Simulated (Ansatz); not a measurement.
# AsH: geometry and frequencies at several levels

Wanted for AsH: geometry and frequencies at several levels.

Method: the levels named in each step, in Ansatz 0.2.0.

**1. Starting point**

Bond lengths: As1–H2 1.515 Å.

Coordinates:

```xyz
2

As    0.0000    0.0000    0.0000
H     0.0000    0.0000    1.5152
```

**2. A rough first relaxation, PBE-D4/def2-SVP**

Input file input.yaml:

```yaml
crystal:
  periodic: [false, false, false]
  atoms:
    - { symbol: As, position_ang: [0.0, 0.0, 0.0] }
    - { symbol: H, position_ang: [0.0, 0.0, 1.5152] }
basis:
  gaussian: { orbitals: def2-SVP }
hamiltonian:
  xc: pbe
  dispersion: d4
relax:
  f_tol: 0.03
  max_steps: 200
```

Launch:

```sh
$ ansatz run input.yaml --threads 1 --pin off --max-ram 2560MiB --backend cpu --events-out ev --progress --plain --runs-dir out
```

Further steps of the session: Relaxation, HF/STO-3G; Frequencies, HF/STO-3G; Relaxation, HF/def2-SVP; Frequencies, HF/def2-SVP; Relaxation, LDA/def2-SVP; Frequencies, LDA/def2-SVP; Relaxation, PBE-D4/def2-SVP; Frequencies, PBE-D4/def2-SVP; Relaxation, PBE0-D4/def2-TZVPP; Relaxation, MP2/def2-TZVPP; Frequencies, MP2/def2-TZVPP.

Q: Predict the outcome of this session. Wanted: As1–H2 at MP2/def2-TZVPP; frequencies at MP2/def2-TZVPP.

As calculated:

| quantity | value |
| --- | --- |
| As1–H2 at MP2/def2-TZVPP | 1.512 Å |
| frequencies at MP2/def2-TZVPP | 2263 cm⁻¹ |

In words: The As–H distance spreads over 0.086 Å, from HF/STO-3G (shortest) to PBE-D4/def2-SVP. No mode is imaginary, so the geometry is a minimum.
